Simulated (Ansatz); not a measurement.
# AlF2H5OSi: the cost of one run

Method: RKS PBE0/6-31G*, in Ansatz 0.2.0.

1 further run of the same task is left out (it didn't finish).

### 1 The structure to begin with

Bond lengths: Al1–Si2 2.710 Å, Al1–F3 1.652 Å, Al1–F4 1.654 Å, Al1–O6 2.178 Å, Si2–H7 1.474 Å, Si2–H8 1.468 Å, Si2–H9 1.470 Å, O6–H10 0.956 Å. Angles: Al1–Si2–H7 123.1°, Al1–Si2–H8 103.0°, Al1–Si2–H9 114.4°, H7–Si2–H8 103.7°, H7–Si2–H9 105.6°, H8–Si2–H9 105.2°, Si2–Al1–F3 110.3°, Si2–Al1–F4 117.5°, Si2–Al1–O6 78.9°, F3–Al1–F4 119.3°, F3–Al1–O6 119.4°, F4–Al1–O6 105.0°, Al1–O6–H10 142.9°.

Structure file:

```xyz
10

Al   -1.0418    0.2906   -0.9328
Si    1.3434   -0.5792    0.0153
F    -1.8069   -0.9202   -1.7551
F    -1.1124    1.8364   -1.5161
H    -0.1941    0.2206    0.7334
O    -1.3488    0.4830    1.2152
H     2.2621    0.2754    0.7887
H     2.0953   -0.8780   -1.2097
H     1.2770   -1.8527    0.7472
H    -1.4739    1.1241    1.9139
```

### 2 Pulling towards end A

Springs on the bonds that form and break draw the guess towards this end; the thresholds are loose.

Input file input.yaml:

```yaml
crystal:
  periodic: [false, false, false]
  atoms:
    - { symbol: Al, position_ang: [-1.0418, 0.2906, -0.9328] }
    - { symbol: Si, position_ang: [1.3434, -0.5792, 0.0153] }
    - { symbol: F, position_ang: [-1.8069, -0.9202, -1.7551] }
    - { symbol: F, position_ang: [-1.1124, 1.8364, -1.5161] }
    - { symbol: H, position_ang: [-0.1941, 0.2206, 0.7334] }
    - { symbol: O, position_ang: [-1.3488, 0.483, 1.2152] }
    - { symbol: H, position_ang: [2.2621, 0.2754, 0.7887] }
    - { symbol: H, position_ang: [2.0953, -0.878, -1.2097] }
    - { symbol: H, position_ang: [1.277, -1.8527, 0.7472] }
    - { symbol: H, position_ang: [-1.4739, 1.1241, 1.9139] }
basis:
  gaussian: { orbitals: "6-31G*" }
hamiltonian:
  xc: pbe0
relax:
  f_tol: 0.15
  max_steps: 25
  restrain:
    - { distance: [0, 5], at: 3.17, k: 30.0 }
    - { distance: [4, 1], at: 2.72, k: 30.0 }
    - { distance: [0, 1], at: 2.32, k: 30.0 }
    - { distance: [4, 5], at: 0.97, k: 30.0 }
```

Run with:

```console
$ ansatz run input.yaml --threads 2 --pin off --max-ram 3072MiB --backend cpu --events-out ev --progress --plain --runs-dir out
```

Q: Estimate wall time and peak memory on 2 threads of Arm Neoverse V2, shared host.

About 33 s, with a peak of 0.19 GiB.
